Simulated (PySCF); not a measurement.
# A diatomic session: CdB

Aim: find the lowest electronic state of CdB, scan its bond at several levels of theory, and get bond length, wavenumber and dissociation energy from each curve.

The runs use PySCF 2.14.0; Cd def2-SVP with ECP28, B def2-SVP, scalar-relativistic core potentials.

1 further run of the same task is left out (it didn't finish).

## Step 1: The job

A driver script around PySCF takes these settings:

```
atoms                         : Cd, B
charge                        : 0
basis                         : Cd def2-SVP with ECP28, B def2-SVP
Hamiltonian                   : scalar-relativistic core potentials
basis functions               : 45
electrons treated             : 25
masses in u                   : 113.9034, 11.0093
levels                        : PBE0, PBE, r²SCAN, BHandHLYP, BP86, PW91, HF, MP2, SCS-MP2
grid                          : 80 radial by 434 angular points
occupations                   : held fixed by the projection of orbital angular momentum
dissociation limit            : Cd + B, each in its ground configuration
starting distance in angstrom : 2.215
values of 2S to try           : 1, 3
```

Command:

```
$ OMP_NUM_THREADS=1 python dia.py task.json out
```

Further steps of the session: PBE0 along the bond; Excited determinants; PBE (GGA); r²SCAN (meta-GGA); BHandHLYP; BP86 (GGA); PW91 (GGA); UHF (mean field).

Q: Predict the outcome of this session. Wanted: for each run, Re; ωe; De; μ.

The runs gave:

Lowest PBE0 solution found, without spin–orbit coupling: ²Π (doublet), unpaired electrons π ↑. State 2 has its PBE0 minimum 0.41 eV higher. State 4 has its PBE0 minimum 1.43 eV higher. The other levels ran on the lowest alone.

```csv
level,Re (Å),ωe (cm⁻¹),De (eV),μ (D)
PBE,2.376,303,0.62,-1.85
PW91,2.374,303,0.63,-1.81
BP86,2.386,294.1,0.55,-1.77
r²SCAN,2.367,306,0.58,-1.79
PBE0,2.426,271.9,0.453,-1.93
BHandHLYP,2.623,167.0,0.146,-1.46
```

De is counted to Cd + B in their ground configurations. A positive dipole means Cd(−)B(+). No constants: UHF (no minimum is bracketed among the points kept); UHF-MP2 (the points don't follow one smooth fit); UHF-SCS-MP2 (the points don't follow one smooth fit).

**Reading.** The methods spread over 0.256 Å in bond length, from r²SCAN to BHandHLYP. Of the levels with a De here, BHandHLYP gives the least (0.146 eV) and PW91 the most (0.63 eV).

Correlated steps freeze 1 core orbital. Spin–orbit coupling is left out.
